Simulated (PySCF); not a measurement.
# C₃H₆OSi: electronic excitations and core binding energies

What electronic excitations and core binding energies should C₃H₆OSi (`C1=CO[SiH2]C1`) show?

The runs use PySCF 2.14.0, with density-fitted response routines of our own; the level of theory stands in each step. All values are computed, except where a source is named. Atoms are numbered from 0 throughout.

### Step 1. The starting structure

11 atoms, charge 0, multiplicity 1; geometry from: GFN2-xTB.

Bonds of the start (Å): C0–C1 1.32, C1–O2 1.37, O2–Si3 1.65, Si3–C4 1.91, C4–C0 1.50, C0–H5 1.08, C1–H6 1.08, Si3–H7 1.46, Si3–H8 1.46, C4–H9 1.09, C4–H10 1.09.

### Step 2. Excited states and response: CAM-B3LYP/def2-SVPD

Job settings and geometry (Å):

```
{"job": {"kind": "uv", "xc": "CAM-B3LYP", "basis": "def2-SVPD", "nstates": 8, "ntriplets": 3}, "charge": 0, "multiplicity": 1}
C     -1.224149     0.137762    -0.069157
C     -0.620505     1.152650    -0.662986
O      0.747050     1.169542    -0.686855
Si     1.401961    -0.145445     0.066972
C     -0.301239    -0.891756     0.517402
H     -2.293202     0.039979    -0.001231
H     -1.079954     1.998673    -1.147391
H      2.184685     0.318256     1.207236
H      2.161109    -0.911288    -0.915496
H     -0.493150    -1.870686     0.076770
H     -0.477181    -0.995015     1.588772
```

Level: TDDFT CAM-B3LYP/def2-SVPD, vertical, gas phase, core orbitals frozen in the response.

Command:

```sh
OMP_NUM_THREADS=1 python probes_run.py task.json out
```

This one command runs all jobs of the session in turn.

The program printed:

```text
coarse grid: 9688 points
cycle   1  E = -482.1807170394  dE =  8.138e-01  |g| = 6.251e-01  |ddm| = 4.884e+00
cycle   2  E = -482.1408726763  dE =  3.984e-02  |g| = 8.061e-01  |ddm| = 1.491e+00
cycle   3  E = -482.2588304065  dE = -1.180e-01  |g| = 7.916e-02  |ddm| = 7.896e-01
cycle   4  E = -482.2598176894  dE = -9.873e-04  |g| = 4.288e-02  |ddm| = 1.589e-01
cycle   5  E = -482.2602744755  dE = -4.568e-04  |g| = 8.376e-03  |ddm| = 7.579e-02
cycle   6  E = -482.2602911232  dE = -1.665e-05  |g| = 2.080e-03  |ddm| = 1.534e-02
cycle   7  E = -482.2602922220  dE = -1.099e-06  |g| = 4.079e-04  |ddm| = 3.653e-03
final grid: 88992 points
cycle   8  E = -482.3397826713  dE = -1.956e-05  |g| = 2.462e-03  |ddm| = 5.334e-02
cycle   9  E = -482.3397828802  dE = -2.090e-07  |g| = 2.431e-03  |ddm| = 8.354e-03
cycle  10  E = -482.3397842549  dE = -1.375e-06  |g| = 3.566e-04  |ddm| = 3.502e-03
cycle  11  E = -482.3397842762  dE = -2.127e-08  |g| = 1.728e-04  |ddm| = 6.262e-04
cycle  12  E = -482.3397842828  dE = -6.565e-09  |g| = 1.826e-05  |ddm| = 2.427e-04
cycle  13  E = -482.3397842829  dE = -1.019e-10  |g| = 6.221e-06  |ddm| = 5.091e-05
converged SCF energy = -482.3397842829

Static polarisability (au): isotropic 59.637, principal 49.174 62.090 67.648

Singlet excitations
state   eV       nm        f      main configurations
  1   5.8525    211.8   0.00626   H->L 0.88, H->L+1 0.09
  2   6.2643    197.9   0.00714   H->L+1 0.80, H->L 0.09
  3   6.6056    187.7   0.14413   H->L+2 0.94
  4   7.0134    176.8   0.00267   H->L+4 0.81, H->L+3 0.14
  5   7.2644    170.7   0.00030   H->L+3 0.69, H->L+4 0.14
  6   7.5128    165.0   0.00798   H->L+5 0.91
  7   7.7942    159.1   0.03794   H-1->L 0.87
  8   7.8403    158.1   0.01843   H->L+6 0.88

Triplet excitations (Tamm-Dancoff, eV): 4.2206 5.7204 6.1667
```

Wall time 19 s (1 thread of Arm Neoverse V1, shared host); peak memory 0.68 GiB.

Frontier orbitals and where they lie:

```
orbital      eV                       atoms
 HOMO−3  -11.37   O2 48 %, C1 13 %, C0 11 %
 HOMO−2  -11.13  Si3 32 %, H8 20 %, H7 20 %
 HOMO−1  -10.16  C4 37 %, Si3 22 %, O2 14 %
   HOMO   -7.86   C0 32 %, C1 24 %, O2 23 %
   LUMO    1.12  Si3 38 %, O2 12 %, H8 12 %
 LUMO+1    1.27   Si3 37 %, C4 13 %, C0 9 %
 LUMO+2    1.82   C1 32 %, C0 25 %, O2 10 %
```

With each of the 8 states as a Gaussian band of 0.4 eV half-width at 1/e, the curve within the window shown has maxima at 188 nm (ε 6,000), 159 nm (ε 2,500) L/(mol cm). Beyond the last state computed it falls off for lack of states. The curve at chosen wavelengths:

(nm, ε (L/mol/cm)): (152, 1180), (155, 1968), (159, 2477), (162, 2214), (165, 1652), (169, 1087), (172, 1155), (175, 1790), (179, 3392), (182, 4751), (185, 5737), (189, 5937), (192, 5266), (195, 4194), (198, 3057), (202, 1822), (205, 1199), (208, 799), (212, 496), (215, 364), (218, 272), (222, 181), (225, 129), (228, 88), (232, 50), (235, 31)

Further results of this job:

```
           property  computed
  dipole moment (D)      1.30
polarisability (Å³)      8.84
 HOMO–LUMO gap (eV)      8.97
      −ε(HOMO) (eV)      7.86
```

### Step 3. Core holes by ΔSCF: SCAN, X2C

Settings changed since step 2:

```diff
@@ -1,2 +1,2 @@
-{"job": {"kind": "uv", "xc": "CAM-B3LYP", "basis": "def2-SVPD", "nstates": 8, "ntriplets": 3}, "charge": 0, "multiplicity": 1}
+{"job": {"kind": "xps"}, "charge": 0, "multiplicity": 1}
 C     -1.224149     0.137762    -0.069157
```

With the program's defaults for keys left out, this is: delta-SCF UKS SCAN, pcX-2 on the ionised atom, pcseg-1 elsewhere, spin-free X2C.

The program printed:

```text
ground state, core basis on atom 0 (C), 135 functions
  cycle   1  E = -483.07339704  |g| = 6.72e-01
  cycle   2  E = -482.90389049  |g| = 1.13e+00
  cycle   3  E = -483.16613246  |g| = 1.64e-01
  cycle   4  E = -483.17018538  |g| = 8.60e-02
  cycle   5  E = -483.17197164  |g| = 2.75e-02
  cycle   6  E = -483.17215927  |g| = 9.39e-03
  cycle   7  E = -483.17218075  |g| = 6.15e-04
  cycle   8  E = -483.17218062  |g| = 3.34e-04
  E(ground) = -483.21257024 Eh
hole in C 1s of atom 0
  cycle   1  E = -471.93757896  |g| = 1.52e+00
  cycle   2  E = -470.91864244  |g| = 2.04e+00
  cycle   3  E = -472.35263378  |g| = 6.25e-01
  cycle   4  E = -472.43550244  |g| = 4.50e-01
  cycle   5  E = -472.51319302  |g| = 7.89e-02
  cycle   6  E = -472.51546298  |g| = 1.96e-02
  cycle   7  E = -472.51562134  |g| = 1.11e-02
  cycle   8  E = -472.51570163  |g| = 3.21e-03
  cycle   9  E = -472.51571431  |g| = 2.13e-03
  cycle  10  E = -472.51571886  |g| = 1.19e-03
  cycle  11  E = -472.51572104  |g| = 2.81e-04
  E(ion) = -472.55578391 Eh   <S^2> = 0.7846   hole on atom = 1.000   binding energy = 289.986 eV
ground state, core basis on atom 1 (C), 135 functions
  cycle   1  E = -483.17360927  |g| = 6.09e-02
  cycle   2  E = -483.17303920  |g| = 5.31e-02
  cycle   3  E = -483.17319822  |g| = 4.74e-02
  cycle   4  E = -483.17376805  |g| = 8.44e-03
  cycle   5  E = -483.17378292  |g| = 1.14e-03
  cycle   6  E = -483.17378231  |g| = 4.20e-04
  E(ground) = -483.21415251 Eh
hole in C 1s of atom 1
  cycle   1  E = -471.88059590  |g| = 1.51e+00
  cycle   2  E = -470.71317948  |g| = 2.12e+00
  cycle   3  E = -472.33623864  |g| = 4.84e-01
  cycle   4  E = -472.36585676  |g| = 4.05e-01
  cycle   5  E = -472.44563076  |g| = 1.32e-01
  cycle   6  E = -472.45235906  |g| = 4.08e-02
  cycle   7  E = -472.45317085  |g| = 1.06e-02
  cycle   8  E = -472.45332861  |g| = 5.62e-03
  cycle   9  E = -472.45342090  |g| = 4.30e-03
  cycle  10  E = -472.45347962  |g| = 3.67e-03
  cycle  11  E = -472.45349478  |g| = 8.80e-04
  cycle  12  E = -472.45349671  |g| = 3.00e-04
  E(ion) = -472.49310056 Eh   <S^2> = 0.8222   hole on atom = 1.000   binding energy = 291.735 eV
ground state, core basis on atom 2 (O), 135 functions
  cycle   1  E = -483.20345739  |g| = 1.05e-01
  cycle   2  E = -483.20093742  |g| = 1.20e-01
  cycle   3  E = -483.20298729  |g| = 6.80e-02
  cycle   4  E = -483.20399236  |g| = 1.31e-02
  cycle   5  E = -483.20403461  |g| = 2.11e-03
  cycle   6  E = -483.20403579  |g| = 5.30e-04
  cycle   7  E = -483.20403518  |g| = 1.21e-04
  E(ground) = -483.24088976 Eh
hole in O 1s of atom 2
  cycle   1  E = -462.59625802  |g| = 2.23e+00
  cycle   2  E = -461.90869975  |g| = 2.32e+00
  cycle   3  E = -463.22935142  |g| = 6.36e-01
  cycle   4  E = -463.26434132  |g| = 5.31e-01
  cycle   5  E = -463.42204518  |g| = 6.45e-02
  cycle   6  E = -463.42355304  |g| = 1.86e-02
  cycle   7  E = -463.42371382  |g| = 7.63e-03
  cycle   8  E = -463.42375430  |g| = 2.62e-03
  cycle   9  E = -463.42376958  |g| = 1.96e-03
  cycle  10  E = -463.42378302  |g| = 1.73e-03
  cycle  11  E = -463.42380006  |g| = 1.37e-03
  cycle  12  E = -463.42381959  |g| = 7.22e-04
  cycle  13  E = -463.42382119  |g| = 3.42e-04
  E(ion) = -463.46210466 Eh   <S^2> = 0.7691   hole on atom = 1.000   binding energy = 538.208 eV
ground state, core basis on atom 3 (Si), 146 functions
  cycle   1  E = -483.27049291  |g| = 3.00e-01
  cycle   2  E = -483.26689281  |g| = 1.67e-01
  cycle   3  E = -483.26342601  |g| = 2.03e-01
  cycle   4  E = -483.27155480  |g| = 3.68e-02
  cycle   5  E = -483.27190049  |g| = 8.99e-03
  cycle   6  E = -483.27191744  |g| = 1.10e-03
  cycle   7  E = -483.27191865  |g| = 3.56e-04
  E(ground) = -483.27008836 Eh
hole in Si 1s of atom 3
  cycle   1  E = -414.33302251  |g| = 4.35e+00
  cycle   2  E = -413.24213570  |g| = 2.45e+00
  cycle   3  E = -411.80366371  |g| = 2.05e+00
  cycle   4  E = -415.30017356  |g| = 3.99e-01
  cycle   5  E = -415.35287478  |g| = 2.67e-01
  cycle   6  E = -415.37801113  |g| = 1.21e-01
  cycle   7  E = -415.38343013  |g| = 3.88e-02
  cycle   8  E = -415.38401597  |g| = 1.89e-02
  cycle   9  E = -415.38419227  |g| = 6.46e-03
  cycle  10  E = -415.38421255  |g| = 6.72e-04
  cycle  11  E = -415.38421296  |g| = 3.29e-04
  E(ion) = -415.38952533 Eh   <S^2> = 0.7522   hole on atom = 1.000   binding energy = 1847.124 eV
hole in Si 2p of atom 3
  cycle   1  E = -478.99072760  |g| = 1.24e+00
  cycle   2  E = -478.42561327  |g| = 1.33e+00
  cycle   3  E = -479.15106253  |g| = 4.98e-01
  cycle   4  E = -479.30101799  |g| = 1.15e-01
  cycle   5  E = -479.29848980  |g| = 1.40e-01
  cycle   6  E = -479.30752546  |g| = 3.78e-02
  cycle   7  E = -479.30825491  |g| = 6.19e-03
  cycle   8  E = -479.30827525  |g| = 1.90e-03
  cycle   9  E = -479.30827773  |g| = 8.10e-04
  cycle  10  E = -479.30827863  |g| = 5.45e-04
  cycle  11  E = -479.30827868  |g| = 1.86e-04
  E(ion) = -479.31715617 Eh   <S^2> = 0.7517   hole on atom = 1.002   binding energy = 107.565 eV
  2p3/2 = 107.304 eV   2p1/2 = 107.930 eV
ground state, core basis on atom 4 (C), 135 functions
  cycle   1  E = -483.17032047  |g| = 6.36e-02
  cycle   2  E = -483.17025281  |g| = 3.74e-02
  cycle   3  E = -483.17039565  |g| = 2.97e-02
  cycle   4  E = -483.17054069  |g| = 1.01e-02
  cycle   5  E = -483.17056638  |g| = 2.59e-03
  cycle   6  E = -483.17056693  |g| = 4.06e-04
  E(ground) = -483.21045391 Eh
hole in C 1s of atom 4
  cycle   1  E = -471.93058957  |g| = 1.51e+00
  cycle   2  E = -471.18012472  |g| = 1.86e+00
  cycle   3  E = -472.40780195  |g| = 4.52e-01
  cycle   4  E = -472.41811042  |g| = 4.18e-01
  cycle   5  E = -472.50094114  |g| = 6.65e-02
  cycle   6  E = -472.50216522  |g| = 3.29e-02
  cycle   7  E = -472.50264232  |g| = 9.38e-03
  cycle   8  E = -472.50268122  |g| = 4.01e-03
  cycle   9  E = -472.50269259  |g| = 1.30e-03
  cycle  10  E = -472.50269660  |g| = 7.26e-04
  cycle  11  E = -472.50269796  |g| = 3.73e-04
  E(ion) = -472.54156461 Eh   <S^2> = 0.7684   hole on atom = 1.000   binding energy = 290.315 eV
```

It took 46 s on 1 thread of Arm Neoverse V1, shared host; peak memory 0.47 GiB.

Binding energies by hole, beside the orbital energy of the ground state; the difference holds orbital relaxation and, for a density functional, its self-interaction error:

```csv
hole,stands for,environment,ΔSCF (eV; 2p as the shell's mean),−ε (eV),⟨S²⟩
C1s on C0,C0,β carbon of an enol-ether or enamine type C=C,289.99,273.4,0.785
C1s on C1,C1,alkene carbon bearing oxygen,291.73,274.9,0.822
O1s on O2,O2,"oxygen bonded to C, Si, in a 5-membered ring",538.21,516.8,0.769
Si1s on Si3,Si3,"silicon bonded to C, O, 2 H, in a 5-membered ring",1847.12,1793.7,0.752
Si2p on Si3,Si3,"silicon bonded to C, O, 2 H, in a 5-membered ring",107.51,96.5,0.752
C1s on C4,C4,allylic sp3 CH2 bonded to Si,290.32,273.5,0.768
```

With the spin-orbit splitting: Si3 2p3/2 107.30, 2p1/2 107.93 eV. The table gives each 2p level as the mean over the whole 2p shell (two parts 2p3/2, one part 2p1/2), which differs a little from the single hole in the log.

### Step 4. Outcome

| quantity | value |
| --- | --- |
| lowest singlet (CAM-B3LYP/def2-SVPD) | 5.85 eV (212 nm), f = 0.006 |
| brightest single state of those computed | state 3, 6.61 eV, f = 0.144 |
| lowest triplet | 4.22 eV |
| C1s binding energies, SCAN/pcX-2 | C1 291.73, C4 290.32, C0 289.99 eV |
| O1s binding energies, SCAN/pcX-2 | O2 538.21 eV |
| Si1s binding energies, SCAN/pcX-2 | Si3 1847.12 eV |
| Si2p binding energies, SCAN/pcX-2 | Si3 107.51 eV |

What this shows: The first singlet state (HOMO→LUMO 0.88, HOMO→LUMO+1 0.09) lies at 5.85 eV and is weak; of the 8 states computed, the strongest absorption comes from state 3 at 6.61 eV. The lowest triplet lies 1.63 eV below the lowest singlet (triplets in Tamm-Dancoff, singlets in full TDDFT). C1 (alkene carbon bearing oxygen) binds its C1s electron 1.75 eV more tightly than C0 (β carbon of an enol-ether or enamine type C=C).
